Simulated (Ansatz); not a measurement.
# AgH2Te: the cost of one run

The runs use Ansatz 0.2.0, Gaussian basis; PBE0-D4 structure, single points in def2-TZVPPD.

Levels: PBE-D4, revPBE-D4, BLYP-D4, r2SCAN-D4, B97M-V, PBE0-D4, B3LYP-D4, HSE06-D4, wB97X-V, wB97M-V, B2PLYP, Hartree-Fock, MP2, CCSD, CCSD(T). The reference is CCSD(T) extrapolated to the basis limit. For elements past Ar these valence bases correlate outer-core shells poorly, so that limit is rough.

Correlated methods freeze the cores. Filled d shells of the heavier atoms are correlated. Core potentials replace the inner electrons past krypton, and spin-orbit coupling is left out. B3LYP uses VWN-RPA correlation. B2PLYP carries no dispersion term here.

163 further runs of the same task are left out: 163 set aside as unsound or not needed.

### 1 Where the work starts

The pair, from a GFN2-xTB docking trial: 4 atoms, charge 1, spin multiplicity 1.

Atoms are counted from 1 here; the program's logs count them from 0.

Bond lengths: Ag1–Te2 2.738 Å, Te2–H3 1.627 Å, Te2–H4 1.625 Å. Angles: Ag1–Te2–H3 96.6°, Ag1–Te2–H4 97.9°, H3–Te2–H4 89.6°.

Geometry (Å):

```xyz
4

Ag    0.02880   -0.20720   -2.21940
Te    0.28910   -0.58980    0.47880
H     0.87610    0.88860    0.82150
H    -1.19400   -0.09150    0.91920
```

Atoms 1 to 1 are fragment A (Ag+), the rest fragment B (TeH2).

### 2 A first relaxation in a small basis

Input file pre/in.yaml:

```yaml
crystal:
  periodic: [false, false, false]
  atoms:
    - {symbol: Ag, position_ang: [0.028800, -0.207200, -2.219400]}
    - {symbol: Te, position_ang: [0.289100, -0.589800, 0.478800]}
    - {symbol: H, position_ang: [0.876100, 0.888600, 0.821500]}
    - {symbol: H, position_ang: [-1.194000, -0.091500, 0.919200]}
basis:
  gaussian: {orbitals: def2-SVP}
total_charge: 1
hamiltonian: {xc: pbe, dispersion: d4}
relax: {f_tol: 0.03, max_steps: 250}
```

The run is started by

```sh
$ ansatz run in.yaml --threads 2 --pin off --events-out ev --progress --plain --max-ram 5222MiB
```

**Question.** How long does this run take on 2 threads of Intel Xeon Platinum 8488C, shared host?

About 3.7 s.
